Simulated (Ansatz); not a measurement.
**C2H8GeO2Si: one species, many methods**

The task here is to estimate one member of a computed series from the others.

Program: Ansatz 0.2.0, Gaussian basis. Level of theory: functionals in def2-TZVPP, the program's frozen cores in correlated methods. These are calculated values, not measurements.

Plan: PBE-D4, r2SCAN-D4, PBE0-D4, B3LYP-D4, ωB97X-V, ωB97M-V, B2PLYP; CCSD(T)/def2-TZVPP; MP2/def2-QZVPP; extrapolation to the limit.

**The relaxed structure**

All runs share one geometry, relaxed beforehand with PBE0-D4 in a triple-zeta def2 set.

SMILES `C=C[SiH](O)[GeH2][OH]`, 14 atoms, charge 0, spin multiplicity 1.

Atoms are counted from 1 here; the program's logs count them from 0.

Bond lengths: C1–C2 1.331 Å, C1–H7 1.087 Å, C1–H8 1.087 Å, C2–Si3 1.852 Å, C2–H9 1.090 Å, Si3–O4 1.655 Å, Si3–Ge5 2.401 Å, Si3–H10 1.497 Å, O4–H11 0.958 Å, Ge5–O6 1.800 Å, Ge5–H12 1.537 Å, Ge5–H13 1.549 Å, O6–H14 0.960 Å. Angles: C2–C1–H7 122.2°, C2–C1–H8 121.8°, H7–C1–H8 116.0°, C1–C2–Si3 123.5°, C1–C2–H9 118.6°, Si3–C2–H9 117.9°, C2–Si3–O4 107.5°, C2–Si3–Ge5 110.0°, C2–Si3–H10 110.6°, O4–Si3–Ge5 111.4°, O4–Si3–H10 109.0°, Ge5–Si3–H10 108.3°, Si3–O4–H11 117.6°, Si3–Ge5–O6 110.2°, Si3–Ge5–H12 113.4°, Si3–Ge5–H13 112.4°, O6–Ge5–H12 102.9°, O6–Ge5–H13 108.6° and more.

Set-up of the first run:

File in.yaml:

```yaml
crystal:
  periodic: [false, false, false]
  atoms:
    - {symbol: C, position_ang: [-1.144653, 0.809587, 1.635380]}
    - {symbol: C, position_ang: [-0.042597, 0.069907, 1.736247]}
    - {symbol: Si, position_ang: [0.964479, -0.469108, 0.278786]}
    - {symbol: O, position_ang: [1.418243, -2.039289, 0.539361]}
    - {symbol: Ge, position_ang: [-0.324761, -0.251116, -1.735121]}
    - {symbol: O, position_ang: [-0.961994, 1.425418, -1.885162]}
    - {symbol: H, position_ang: [-1.539040, 1.132571, 0.675021]}
    - {symbol: H, position_ang: [-1.697559, 1.135470, 2.512115]}
    - {symbol: H, position_ang: [0.303180, -0.217125, 2.728909]}
    - {symbol: H, position_ang: [2.192464, 0.375931, 0.145426]}
    - {symbol: H, position_ang: [2.193600, -2.358939, 0.076800]}
    - {symbol: H, position_ang: [-1.602496, -1.106223, -1.739042]}
    - {symbol: H, position_ang: [0.501282, -0.581948, -3.003601]}
    - {symbol: H, position_ang: [-0.260140, 2.074866, -1.965139]}
basis:
  gaussian: {orbitals: def2-TZVPP}
hamiltonian: {xc: pbe, dispersion: d4}
output: {forces: true, orbitals: {seedname: orbitals}}
```

The run is started by

```console
> ansatz run in.yaml --threads 2 --pin off --events-out ev --progress --plain --max-ram 22528MiB --backend cuda --devices 0, --max-vram 18GiB
```

Among the steps run: PBE-D4 (GGA); r2SCAN-D4 (meta-GGA); PBE0-D4 (hybrid); B3LYP-D4 (hybrid); ωB97X-V (range-separated); ωB97M-V (range-separated); B2PLYP (double hybrid); CCSD(T) in def2-TZVPP; MP2 in def2-QZVPP.

One of the session's tables, all rows but one given; the rest of the session is left out.

It belongs to the step «Atomisation energies». 

| method | atomisation energy (eV) |
| --- | --- |
| PBE-D4 | 53.524 |
| r2SCAN-D4 | ? |
| PBE0-D4 | 52.561 |
| B3LYP-D4 | 52.673 |
| ωB97X-V | 52.996 |
| ωB97M-V | 52.830 |
| B2PLYP | 52.195 |
| HF/def2-TZVPP | 38.014 |
| MP2/def2-TZVPP | 52.455 |
| CCSD/def2-TZVPP | 50.882 |
| CCSD(T)/def2-TZVPP | 51.692 |
| MP2/CBS | 53.822 |
| CCSD(T)/CBS | 53.058 |

**Question.** Estimate the row for r2SCAN-D4.

As computed: atomisation energy (eV): 52.947. In the column «atomisation energy (eV)» it lies between ωB97M-V (52.830) and ωB97X-V (52.996).
